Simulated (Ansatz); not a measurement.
# Si₂H₃F₂ radical: up Jacob's ladder to CCSD(T)

One table from this session's results is given with a row withheld; the runs are named, their logs left out.

Method: functionals in def2-TZVPP, the program's frozen cores in correlated methods; program: Ansatz 0.2.0, Gaussian basis.

The runs, in order: LDA (SPW92), PBE-D4, revPBE-D4, BLYP-D4, r2SCAN-D4, B97M-V, PBE0-D4, B3LYP-D4, r2SCANh-D4, r2SCAN0-D4, HSE06-D4, BHLYP-D4, CAM-B3LYP-D4, LC-ωPBE, ωB97X-V, ωB97M-V, B2PLYP, PBE-QIDH; CCSD(T)/def2-SVP; CCSD(T)/def2-TZVPP; MP2/def2-QZVPP; extrapolation to the limit; RPA on PBE.

**Structure used throughout**

An earlier PBE0-D4 in a triple-zeta def2 set relaxation fixed the geometry.

SMILES `F[SiH][SiH2]F`, 7 atoms, charge 0, spin multiplicity 2.

Atoms are counted from 1 here; the program's logs count them from 0.

Bond lengths: F1–Si2 1.611 Å, Si2–Si3 2.353 Å, Si2–H5 1.492 Å, Si3–F4 1.605 Å, Si3–H6 1.487 Å, Si3–H7 1.484 Å. Angles: F1–Si2–Si3 108.9°, F1–Si2–H5 107.0°, Si3–Si2–H5 115.3°, Si2–Si3–F4 106.6°, Si2–Si3–H6 114.6°, Si2–Si3–H7 109.6°, F4–Si3–H6 107.4°, F4–Si3–H7 108.8°, H6–Si3–H7 109.6°.

Set-up of the first run:

Input file in.yaml:

```yaml
crystal:
  periodic: [false, false, false]
  atoms:
    - {symbol: F, position_ang: [-0.102399, 0.895087, -2.234009]}
    - {symbol: Si, position_ang: [0.853242, 0.580119, -0.976403]}
    - {symbol: Si, position_ang: [-0.370199, -0.631459, 0.627407]}
    - {symbol: F, position_ang: [0.694399, -1.186323, 1.692174]}
    - {symbol: H, position_ang: [1.400144, 1.887110, -0.507298]}
    - {symbol: H, position_ang: [-1.372756, 0.171173, 1.376970]}
    - {symbol: H, position_ang: [-1.041130, -1.783708, -0.024542]}
basis:
  gaussian: {orbitals: def2-TZVPP}
magnetization: {spin_polarized: true, initial_magnetization: 1}
hamiltonian: {xc: lda}
output: {orbitals: {seedname: orbitals}}
```

Started as:

```bash
> ansatz run in.yaml --threads 4 --pin off --events-out ev --progress --plain --max-ram 10444MiB
```

Among the steps run: LDA; PBE-D4 (GGA); revPBE-D4 (GGA); BLYP-D4 (GGA); r2SCAN-D4 (meta-GGA); B97M-V (meta-GGA); PBE0-D4 (hybrid); B3LYP-D4 (hybrid); r2SCANh-D4 (hybrid); r2SCAN0-D4 (hybrid); HSE06-D4 (hybrid); BHLYP-D4 (hybrid); CAM-B3LYP-D4 (range-separated); LC-ωPBE (range-separated); ωB97X-V (range-separated); ωB97M-V (range-separated); B2PLYP (double hybrid); PBE-QIDH (double hybrid).

One of the session's tables, all rows but one given; the rest of the session is left out.

It belongs to the step «Orbital energies across the functionals». 

| functional | HOMO (eV) | LUMO (eV) | gap (eV) |
| --- | --- | --- | --- |
| LDA (SPW92) | -5.26 | -4.15 | 1.11 |
| PBE-D4 | -5.29 | -3.73 | 1.56 |
| revPBE-D4 | -5.27 | -3.59 | 1.68 |
| BLYP-D4 | -5.07 | -3.74 | 1.33 |
| r2SCAN-D4 | -5.64 | -3.32 | 2.32 |
| B97M-V | -5.40 | -3.95 | 1.45 |
| PBE0-D4 | -6.43 | -2.84 | 3.59 |
| B3LYP-D4 | -6.13 | -3.22 | 2.92 |
| r2SCANh-D4 | -6.06 | -3.02 | 3.03 |
| r2SCAN0-D4 | -6.68 | -2.58 | 4.10 |
| HSE06-D4 | -6.03 | -3.22 | 2.81 |
| BHLYP-D4 | -7.36 | -2.05 | 5.31 |
| CAM-B3LYP-D4 | -7.61 | -1.93 | 5.68 |
| LC-ωPBE | -9.03 | -0.52 | 8.51 |
| ωB97X-V | ? | ? | ? |
| ωB97M-V | -8.13 | -1.20 | 6.93 |

Q: Estimate the row for ωB97X-V from the others.

The run gave: HOMO (eV): -8.51; LUMO (eV): -1.03; gap (eV): 7.48. In the column «HOMO (eV)» it lies between LC-ωPBE (-9.03) and ωB97M-V (-8.13).
